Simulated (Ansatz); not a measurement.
# CH5FGeSe: how energies converge with the basis set

An exercise on one series of results from a longer session: the logs are not shown, and one member is left open.

The runs use Ansatz 0.2.0, Gaussian basis; one geometry, several basis sets.

The runs, in order: PBE0-D4/def2-SVP; ωB97M-V/def2-SVP; PBE0-D4/def2-QZVPP; ωB97M-V/def2-QZVPP; the functionals' def2-TZVPP values are taken from earlier runs.

### The relaxed structure

An earlier PBE0-D4 in a triple-zeta def2 set relaxation fixed the geometry.

SMILES `C[Se][GeH2][F]`, 9 atoms, charge 0, spin multiplicity 1.

Atoms are counted from 1 here; the program's logs count them from 0.

Bond lengths: C1–Se2 1.958 Å, C1–H5 1.089 Å, C1–H6 1.088 Å, C1–H7 1.087 Å, Se2–Ge3 2.320 Å, Ge3–F4 1.746 Å, Ge3–H8 1.532 Å, Ge3–H9 1.536 Å. Angles: Se2–C1–H5 106.1°, Se2–C1–H6 110.4°, Se2–C1–H7 110.1°, H5–C1–H6 109.5°, H5–C1–H7 109.7°, H6–C1–H7 110.9°, C1–Se2–Ge3 96.8°, Se2–Ge3–F4 109.5°, Se2–Ge3–H8 109.6°, Se2–Ge3–H9 111.6°, F4–Ge3–H8 106.6°, F4–Ge3–H9 104.1°, H8–Ge3–H9 115.1°.

Set-up of the first run:

in.yaml reads:

```yaml
crystal:
  periodic: [false, false, false]
  atoms:
    - {symbol: C, position_ang: [-0.096687, 1.316093, -0.949559]}
    - {symbol: Se, position_ang: [1.393673, 0.127156, -0.502250]}
    - {symbol: Ge, position_ang: [0.222536, -1.245171, 0.956206]}
    - {symbol: F, position_ang: [-0.902318, -2.230649, 0.054707]}
    - {symbol: H, position_ang: [0.317140, 2.089652, -1.594039]}
    - {symbol: H, position_ang: [-0.501459, 1.771571, -0.048088]}
    - {symbol: H, position_ang: [-0.866071, 0.765443, -1.485217]}
    - {symbol: H, position_ang: [1.192394, -2.209549, 1.647118]}
    - {symbol: H, position_ang: [-0.670606, -0.430847, 1.904022]}
basis:
  gaussian: {orbitals: def2-SVP}
hamiltonian: {xc: pbe0, dispersion: d4}
output: {orbitals: {seedname: orbitals}}
```

On the command line:

```sh
$ ansatz run in.yaml --threads 4 --pin off --events-out ev --progress --plain --max-ram 10444MiB
```

Steps of the session up to this table: PBE0-D4 in def2-SVP; ωB97M-V in def2-SVP; PBE0-D4 in def2-QZVPP; ωB97M-V in def2-QZVPP.

One of the session's tables, all rows but one given; the rest of the session is left out.

| functional | basis | HOMO (eV) | LUMO (eV) |
| --- | --- | --- | --- |
| PBE0-D4 | def2-SVP | -6.87 | -0.05 |
| PBE0-D4 | def2-TZVPP | ? | ? |
| PBE0-D4 | def2-QZVPP | -6.98 | -0.47 |
| ωB97M-V | def2-SVP | -9.01 | 1.96 |
| ωB97M-V | def2-TZVPP | -9.13 | 1.49 |
| ωB97M-V | def2-QZVPP | -9.15 | 1.22 |

Q: Estimate the row for PBE0-D4, def2-TZVPP from the others.

**Answer.** HOMO (eV): -6.96; LUMO (eV): -0.35. In the column «HOMO (eV)» it lies between PBE0-D4, def2-QZVPP (-6.98) and PBE0-D4, def2-SVP (-6.87).
